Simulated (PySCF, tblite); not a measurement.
**C7H14AlP: infrared bands and NMR shifts**

Aim: predict the infrared bands and NMR shifts of C7H14AlP (`C=C[P+]1([Al-]([CH3])([CH3])[CH3])C=C1`).

The runs use tblite 0.8.0 and PySCF 2.14.0, with density-fitted response routines of our own; the level of theory stands in each step. All values are computed, except where a source is named. Atoms are numbered from 0 throughout.

### Step 1. The starting structure

23 atoms, charge 0, multiplicity 1; geometry from: GFN2-xTB.

Bonds of the start (Å): C0–C1 1.33, C1–P2 1.82, P2–Al3 2.61, Al3–C4 2.00, Al3–C5 2.00, Al3–C6 2.01, P2–C7 1.84, C7–C8 1.30, C8–P2 1.84, C0–H9 1.08, C0–H10 1.08, C1–H11 1.08, C4–H12 1.10, C4–H13 1.10, C4–H14 1.10, C5–H15 1.10, C5–H16 1.10, C5–H17 1.10, C6–H18 1.10, C6–H19 1.10, C6–H20 1.10, C7–H21 1.07, C8–H22 1.07.

### Step 2. Harmonic vibrations with GFN2-xTB

The job: settings as JSON, then the geometry in Å.

```
{"job": {"kind": "ir", "xc": "GFN2-xTB", "basis": "xTB"}, "charge": 0, "multiplicity": 1}
C      2.412756    -1.554403     1.462810
C      2.404400    -0.374200     0.860271
P      0.938939     0.703493     0.879442
Al    -1.304335    -0.166299    -0.140621
C     -1.804340    -1.312930     1.420412
C     -2.103236     1.667989    -0.255326
C     -0.571076    -1.091704    -1.763131
C      1.167487     1.609323    -0.708434
C      1.626580     2.303780     0.295147
H      3.273714    -2.203833     1.453087
H      1.542910    -1.916623     1.986681
H      3.275644    -0.002725     0.331122
H     -1.772156    -0.777587     2.376440
H     -2.825163    -1.699414     1.327231
H     -1.164644    -2.195154     1.536000
H     -1.806407     2.270926    -1.119948
H     -3.196853     1.612932    -0.291992
H     -1.867872     2.266119     0.634260
H     -1.154491    -1.997708    -1.963809
H      0.466415    -1.429061    -1.644661
H     -0.604735    -0.505578    -2.688320
H      0.987812     1.597503    -1.761406
H      2.073901     3.222139     0.605951
```

**Question.** This job is followed by: GIAO PBE0/pcSseg-1 NMR shielding, non-relativistic, gas phase. What will the session give for the following? strongest single infrared mode (GFN2-xTB); zero-point energy (GFN2-xTB); ¹³C shifts against TMS (PBE0/pcSseg-1, means over atoms taken as alike); ¹H shifts against TMS (PBE0/pcSseg-1, means over atoms taken as alike); ³¹P shifts against H3PO4 (PBE0/pcSseg-1); ²⁷Al shifts against AlH4- (PBE0/pcSseg-1).

The runs gave:

```
                                                               quantity                              value
                              strongest single infrared mode (GFN2-xTB)               610 cm⁻¹, 313 km/mol
                                           zero-point energy (GFN2-xTB)                     108.9 kcal/mol
¹³C shifts against TMS (PBE0/pcSseg-1, means over atoms taken as alike)      156.3, 139.8, 132.1, -4.7 ppm
 ¹H shifts against TMS (PBE0/pcSseg-1, means over atoms taken as alike)  8.26, 6.51, 6.17, 5.56, -0.34 ppm
                               ³¹P shifts against H3PO4 (PBE0/pcSseg-1)                         -238.4 ppm
                              ²⁷Al shifts against AlH4- (PBE0/pcSseg-1)                          142.0 ppm
```

All 63 modes are real, so the xTB geometry is a minimum. The strongest single mode, at 610 cm⁻¹, is spread over many atoms; the largest shares are those of C7, H13. GFN2-xTB is a fitted tight-binding method: band positions and strengths are rough. Its intensities can rank the bands wrongly. At PBE0/pcSseg-1: The widest tensor belongs to P2: span 820 ppm, with a paramagnetic part of -412 ppm.
